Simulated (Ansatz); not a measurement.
# Zr12B: the cost of one run

Method: DFT PBE+D3(BJ), plane waves, PAW, scalar-relativistic, no spin polarisation, in Ansatz 0.2.0.

## 1. The starting structure

The cell holds 13 atoms (BZr12): a = 6.460 Å, b = 9.690 Å, c = 5.145 Å, α = 90.00°, β = 90.00°, γ = 120.00°.

As a file:

```xyz
13
Lattice="6.4600 0.0000 0.0000 -4.8450 8.3918 0.0000 0.0000 0.0000 5.1454" Properties=species:S:1:pos:R:3 pbc="T T T"
Zr    0.0000    0.0000    0.0000
Zr    0.0000    1.8648    2.5727
Zr   -1.6150    2.7973    0.0000
Zr   -1.6150    4.6621    2.5727
Zr   -3.2300    5.5945    0.0000
Zr   -3.2300    7.4594    2.5727
Zr    3.2300    0.0000    0.0000
Zr    3.2300    1.8648    2.5727
Zr    1.6150    2.7973    0.0000
Zr    1.6150    4.6621    2.5727
Zr    0.0000    5.5945    0.0000
Zr    0.0000    7.4594    2.5727
B    -1.6980    6.4738    3.9384
```

## 2. End point A

File input.yaml:

```yaml
crystal:
  lattice:
    - [6.46, 0.0, 0.0]
    - [-4.845, 8.391786, 0.0]
    - [0.0, 0.0, 5.14539]
  atoms:
    - { symbol: Zr, position: [0.0, 0.0, 0.0] }
    - { symbol: Zr, position: [0.1666667, 0.2222222, 0.5] }
    - { symbol: Zr, position: [0.0, 0.3333333, 0.0] }
    - { symbol: Zr, position: [0.1666667, 0.5555556, 0.5] }
    - { symbol: Zr, position: [0.0, 0.6666667, 0.0] }
    - { symbol: Zr, position: [0.1666667, 0.8888889, 0.5] }
    - { symbol: Zr, position: [0.5, 0.0, 0.0] }
    - { symbol: Zr, position: [0.6666667, 0.2222222, 0.5] }
    - { symbol: Zr, position: [0.5, 0.3333333, 0.0] }
    - { symbol: Zr, position: [0.6666667, 0.5555556, 0.5] }
    - { symbol: Zr, position: [0.5, 0.6666667, 0.0] }
    - { symbol: Zr, position: [0.6666667, 0.8888889, 0.5] }
    - { symbol: B, position: [0.3157411, 0.7714458, 0.7654317] }
basis:
  ecutwfc: 420.0
kpoints:
  mp_grid: { grid: [4, 3, 4] }
hamiltonian:
  xc: pbe
  dispersion: d3bj
scf:
  occupations: { method: gaussian, width: 0.05 }
  lower_state_search: "off"
relax:
  f_tol: 0.03
  max_steps: 60
  adjacent_minimum: "off"
```

On the command line:

```sh
ansatz run input.yaml --threads 4 --pin off --max-ram 10240MiB --backend cpu --events-out ev --progress --plain --runs-dir out
```

**Question.** How long does this run take on 4 threads of Arm Neoverse V2, shared host, and how much memory does it need?

About 67 s, with a peak of 1.1 GiB.
